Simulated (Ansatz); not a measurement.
# PtF3: the cost of one run

Computed with Ansatz 0.2.0 (DFT PBE, scalar-relativistic, plane waves, PAW, unless a step's input says otherwise).

3 further runs of the same task are left out: 3 set aside as unsound or not needed.

**1. The structure to begin with**

It takes space group Pm-3m (No. 221, cubic). The conventional cell has a = 3.582 Å, b = 3.582 Å, c = 3.582 Å, α = 90.00°, β = 90.00°, γ = 90.00°. Pt (site symmetry m-3m) has 12 F at 2.53 Å as nearest neighbours. F (site symmetry 4/mmm) is surrounded by 4 Pt at 2.53 Å and 8 F at 2.53 Å.

Structure file:

```
CELL_PARAMETERS angstrom
3.58241 0.00000 0.00000
0.00000 3.58241 0.00000
0.00000 0.00000 3.58241
ATOMIC_POSITIONS crystal
Pt 0.00000 0.00000 0.00000
F 0.00000 0.50000 0.50000
F 0.50000 0.00000 0.50000
F 0.50000 0.50000 0.00000
```

(A quick probe on a coarse mesh, which set the mesh and smearing, is not shown.)

**3. A loose first relaxation**

File input.yaml:

```yaml
crystal:
  lattice:
    - [3.582411679, 0.0, 0.0]
    - [0.0, 3.582411679, 0.0]
    - [0.0, 0.0, 3.582411679]
  atoms:
    - { symbol: Pt, position: [0.0, 0.0, 0.0], spin: 1.92 }
    - { symbol: F, position: [0.0, 0.5, 0.5], spin: 0.41 }
    - { symbol: F, position: [0.5, 0.0, 0.5], spin: 0.41 }
    - { symbol: F, position: [0.5, 0.5, 0.0], spin: 0.41 }
basis:
  ecutwfc: 420
kpoints:
  mp_grid: { grid: [6, 6, 6] }
hamiltonian:
  xc: pbe
scf:
  occupations: { method: gaussian, width: 0.1 }
  lower_state_search: "off"
output:
  forces: true
  stress: true
  eigenvalues: true
  populations: true
magnetization:
  spin_polarized: true
relax:
  adjacent_minimum: "off"
  f_tol: 0.04
  max_steps: 70
  cell: { stress_tol: 0.4 }
```

The run is started by

```
> ansatz run input.yaml --threads 1 --pin off --max-ram 2560MiB --backend cpu --events-out ev --progress --plain --runs-dir out
```

**Question.** How long does this run take on 1 thread of Arm Neoverse V1, shared host, and how much memory does it need?

About 19 s, with a peak of 0.31 GiB.
